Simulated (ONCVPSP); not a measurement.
**An ONCV potential for Br, from input to tests**

Do these settings give a usable potential? It is generated, then checked for transferability, scattering, ghosts and hardness.

The numbers are computed with ONCVPSP 4.0.1.1 (patched build) (LDA (Perdew-Wang 92), scalar-relativistic, spin-unpolarised reference atom).

### 1 Starting point

The settings as typed:

| Quantity | Value |
| --- | --- |
| element | bromine (Br, Z = 35) |
| type | optimised norm-conserving Vanderbilt (ONCV) |
| frozen core | [Ne] |
| valence charge | 25 |
| reference configuration | 3s2 3p6 3d10 4s2 4p5 |
| partial waves | 3s+4s: rc 0.90 bohr, ncon 4, nbas 7, qcut 17.5 1/bohr, 2 projectors; 3p+4p: rc 0.95 bohr, ncon 3, nbas 7, qcut 17.1 1/bohr, 2 projectors; 3d: rc 0.65 bohr, ncon 4, nbas 9, qcut 22.3 1/bohr, 2 projectors, debl 1.9 Ha |
| local potential | polynomial inside 0.65 bohr (lpopt 5, dvloc0 0 Ha) |
| core correction | polynomial model core, fcfact 0.15 |

The outer shells as boxes (Hund's rule for the drawing; the calculation is spin-unpolarised):

```
[Ne] core
3s [↑↓]
3p [↑↓][↑↓][↑↓]
3d [↑↓][↑↓][↑↓][↑↓][↑↓]
4s [↑↓]
4p [↑↓][↑↓][↑ ]
```

An earlier all-electron run gives the scale for the radii.

All-electron outer shells of the reference configuration (LDA (PZ), scalar-relativistic, ld1.x):

| shell | level (eV) | outermost node (bohr) | outermost maximum (bohr) |
| --- | --- | --- | --- |
| 2s | -1730.55 | 0.06 | 0.16 |
| 2p | -1527.86 | – | 0.13 |
| 3s | -237.20 | 0.23 | 0.48 |
| 3p | -173.21 | 0.21 | 0.48 |
| 3d | -67.00 | – | 0.43 |
| 4s | -20.32 | 0.67 | 1.41 |
| 4p | -8.01 | 0.70 | 1.66 |

### 2 The generation run

The input, Br.dat:

```
# ATOM AND REFERENCE CONFIGURATION
# atsym  z   nc   nv     iexc    psfile
  Br 35.00    3    5  -001012      upf
#
#   n    l    f
    1    0    2.00
    2    0    2.00
    2    1    6.00
    3    0    2.00
    3    1    6.00
    3    2   10.00
    4    0    2.00
    4    1    5.00
#
# PSEUDOPOTENTIAL AND OPTIMIZATION
# lmax
    2
#
#   l,   rc,      ep,       ncon, nbas, qcut
    0    0.90    0.00    4    7   17.50
    1    0.95    0.00    3    7   17.10
    2    0.65    0.00    4    9   22.30
#
# LOCAL POTENTIAL
# lloc, lpopt,  rc(5),   dvloc0
    4    5    0.65    0.00
#
# VANDERBILT-KLEINMAN-BYLANDER PROJECTORs
# l, nproj, debl
    0    2    0.40
    1    2    2.50
    2    2    1.90
#
# MODEL CORE CHARGE
# icmod, fcfact, rcfact
    1    0.15    0.00
#
# LOG DERIVATIVE ANALYSIS
# epsh1, epsh2, depsh
  -10.00    5.00    0.04
#
# OUTPUT GRID
# rlmax, drl
    6.00    0.01
#
# TEST CONFIGURATIONS
# ncnf
    4
# nvcnf
#   n    l    f
    5
    3    0    2.00
    3    1    6.00
    3    2   10.00
    4    0    2.00
    4    1    4.00
#
    5
    3    0    2.00
    3    1    6.00
    3    2   10.00
    4    0    2.00
    4    1    3.00
#
    5
    3    0    2.00
    3    1    6.00
    3    2   10.00
    4    0    2.00
    4    1    2.00
#
    5
    3    0    2.00
    3    1    6.00
    3    2   10.00
    4    0    2.00
    4    1    4.50
#
```

The run is started by

```
$ oncvpsp.x < Br.dat > Br.out
```

**Question.** What will these runs give? Wanted: cutoffs for 1 and 0.1 mHa per electron, occupied waves; bound ghosts; GHOST(+) flags; largest test error; largest phase difference near zero energy, channels read; rms error of d²Exc/dn², without and with the model core; projector energies reset by the program.

**Answer**, as computed:

```
                                                quantity                               value
  cutoffs for 1 and 0.1 mHa per electron, occupied waves                   214 Ha and 237 Ha
                                            bound ghosts                          none found
                                          GHOST(+) flags                  none at low energy
                            largest test error (AE − PS)  -5.1 meV, for 3s2 3p6 3d10 4s2 4p2
largest phase difference near zero energy, channels read                           0.000 rad
 rms error of d²Exc/dn², without and with the model core                   2.86 and 1.28 mHa
                 projector energies reset by the program                 d: -2.462, 0.250 Ha
```

What this shows: The worst unpolarised test, 3s2 3p6 3d10 4s2 4p2, is off by 5.1 meV on 69.9 eV; by total energies transferability rates as good. The potential is very hard: the looser tolerance needs 214 Ha. At the looser tolerance the 3d wave is the slowest; 3s needs 97 Ha. It is free of bound ghosts as far as tested. Near zero energy the phases of the channels with partial waves agree within 0.001 rad. All of this concerns the isolated atom, not yet a solid.
